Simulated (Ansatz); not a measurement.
# AlBH8Si2: ladder of methods at one geometry in Python

How do the methods compare on AlBH8Si2, in result and in cost? Wanted for AlBH8Si2: a ladder of methods at one geometry.

All numbers are computed with Ansatz 0.2.0 through its Python package. The levels of theory stand in the script.

## 1. The system

Bond lengths: Si1–B2 1.895 Å, B2–Al3 2.037 Å, Al3–Si4 2.420 Å, Si1–H5 1.481 Å, Si1–H6 1.541 Å, Si1–H7 1.485 Å, B2–H8 1.149 Å, Al3–H9 1.637 Å, Si4–H10 1.435 Å, Si4–H11 1.496 Å, Si4–H12 1.434 Å. Angles (14 of 18 angles, heavy atoms first): Si1–B2–Al3 117.8°, B2–Al3–Si4 121.0°, Si1–B2–H8 122.1°, Al3–B2–H8 120.1°, B2–Si1–H5 111.9°, B2–Si1–H6 109.3°, B2–Si1–H7 111.5°, B2–Al3–H9 120.1°, Si4–Al3–H9 118.8°, Al3–Si4–H10 107.5°, Al3–Si4–H11 103.8°, Al3–Si4–H12 109.4°, H5–Si1–H6 107.1°, H5–Si1–H7 109.9°.

albh8si2.xyz, read by the script:

```xyz
12

Si   -1.51890    1.33790   -0.32730
B    -1.24540    0.15800    1.12960
Al    0.39050   -1.05430    1.07550
Si    1.97550   -0.92770   -0.74930
H    -1.69820    0.60830   -1.60400
H    -2.80350    2.15380   -0.08770
H    -0.40640    2.31330   -0.45330
H    -1.95290    0.13150    2.03500
H     0.71320   -2.05190    2.33210
H     2.43970    0.42830   -0.82450
H     1.15980   -1.26900   -1.95640
H     3.02370   -1.88320   -0.53570
```

## 2. Script

Contents of methods_albh8si2.py:

```python
"""AlBH8Si2 at several levels of theory."""

from pathlib import Path
import logging
import sys

import ansatz
import numpy as np

logging.basicConfig(stream=sys.stdout, format="%(levelname)s %(message)s")
logger = logging.getLogger("albh8si2")
logger.setLevel(logging.INFO)


def main() -> None:
    geometry = ansatz.Crystal.molecule_from_extxyz("albh8si2.xyz")

    model = geometry.calculation().basis(gaussian="def2-SVP")

    logger.info("functional    E (Ha)        dipole (D)   HOMO (eV)  LUMO (eV)")
    for name in ["revpbe", "hf", "hse06", "lda", "b3lyp"]:
        data = model.functional(name).forces().orbitals().run(runs_dir="runs").report
        lines = Path(data["orbitals_path"]).read_text().splitlines()
        field_of = lambda key: [line.split("=")[1].strip() for line in lines if line.startswith(key)]
        orbitals = [(27.211386 * float(e), s, float(n)) for e, s, n in zip(field_of("Ene="), field_of("Spin="), field_of("Occup="))]
        homo = max(e for e, _, n in orbitals if n > 0.5)
        lumo = min(e for e, _, n in orbitals if n < 0.5)
        dipole = 4.803205 * np.linalg.norm(data["charge_distribution"]["dipole_moment_e_ang"])
        logger.info(f"{name:10s} {data['free_energy_ev'] / 27.211386246:14.6f} {dipole:9.3f} {homo:11.3f} {lumo:10.3f}")


if __name__ == "__main__":
    main()
```

## 3. The run

Started as:

```sh
> python methods_albh8si2.py
```

Standard output:

```text
INFO functional    E (Ha)        dipole (D)   HOMO (eV)  LUMO (eV)
INFO revpbe        -850.503387     0.320      -5.861     -4.431
INFO hf            -848.751577     0.447      -9.446     -0.334
INFO hse06         -850.263712     0.322      -6.600     -4.034
INFO lda           -846.935255     0.393      -5.959     -4.737
INFO b3lyp         -850.763245     0.300      -6.757     -3.764
```

Wall time 22 s (1 thread of Arm Neoverse V1, shared host); peak memory 0.3 GiB.

Lines on the test bed's own set-up are left out of the output.

## 4. The runs side by side

The 5 runs, in the order started:

```
run  functional  energy (eV)  SCF cycles  CPU time (s)
  1      revpbe  -23143.3762          20           4.8
  2          hf  -23095.7070          23           2.5
  3       hse06  -23136.8543          15           5.8
  4         lda  -23046.2823          21           2.8
  5       b3lyp  -23150.4473          15           5.4
```

Totals hang on method, basis and potentials, so only like runs compare.

The fields below are those of run 1.

## 5. Pictures from the orbitals

The fields below are evaluated on a grid from the run's orbitals.

Frontier orbitals at revPBE/def2-SVP, with the share of their density that lies nearest to each atom:

```
orbital  energy (eV)                      lies on
   HOMO        -5.86  B2 27 %; Al3 23 %; Si4 19 %
   LUMO        -4.43   B2 52 %; Al3 21 %; H8 10 %
```

ELF in a plane through or near 8 of the atoms.

Values, 10 rows by 14 columns:
```
0.00 0.00 0.00 0.00 0.00 0.00 0.00 0.00 0.00 0.00 0.00 0.00 0.00 0.00
0.00 0.00 0.00 0.00 0.29 0.88 0.54 0.01 0.00 0.00 0.00 0.00 0.00 0.00
0.00 0.00 0.00 0.09 0.99 1.00 0.97 0.09 0.20 0.97 0.46 0.00 0.00 0.00
0.00 0.00 0.00 0.01 0.38 0.89 0.11 0.76 0.82 1.00 0.78 0.01 0.00 0.00
0.00 0.01 0.71 0.52 0.50 0.66 0.51 0.88 0.43 0.79 0.10 0.13 0.02 0.00
0.00 0.18 1.00 1.00 0.38 0.23 0.57 0.11 0.48 0.69 0.97 1.00 0.82 0.00
0.00 0.01 0.37 0.48 0.30 0.42 0.06 0.03 0.43 0.22 0.70 0.96 0.36 0.00
0.00 0.00 0.00 0.06 0.12 0.09 0.01 0.00 0.07 0.07 0.03 0.02 0.00 0.00
0.00 0.00 0.00 0.00 0.00 0.00 0.00 0.00 0.00 0.00 0.00 0.00 0.00 0.00
0.00 0.00 0.00 0.00 0.00 0.00 0.00 0.00 0.00 0.00 0.00 0.00 0.00 0.00
```
The map spans 12.4 Å across and 10.8 Å up, centred on the molecule. Atoms in the plane (x, y in Å): Si1 (2.0, -0.6), B2 (1.2, 1.1), Al3 (-0.8, 1.3), Si4 (-2.2, -0.6), H6 (3.5, -0.5), H8 (1.9, 2.1), H9 (-1.5, 2.8), H12 (-3.6, -0.2).

On the surface of density 0.002 e/bohr³ the electrostatic potential runs, from the 1st to the 99th percentile, from -0.63 to 2.89 V.

## 6. Results

```
                                         quantity    value
                                    runs compared        5
HOMO-LUMO gap of the mean field (revPBE/def2-SVP)  1.43 eV
```

What this shows: All 5 runs converged, in 15 to 23 cycles. The geometry is a force-field or estimated start, not a minimum of this method, and the basis set is short of its limit. A lower total doesn't mark the better method: functionals have no common bound, and MP2 and coupled cluster aren't variational. b3lyp holds the VWN-RPA fit, as in Gaussian; the form of ORCA and Turbomole is b3lyp5. Levels such as HOMO and LUMO are orbital energies: with these approximate functionals they aren't the ionisation energy and electron affinity, and their gap isn't the fundamental gap. hse06 follows the composition of plane-wave codes, whose totals differ by tens of mHa, up to about 0.1 Ha, from the form usual in Gaussian-basis programs (wpbeh).
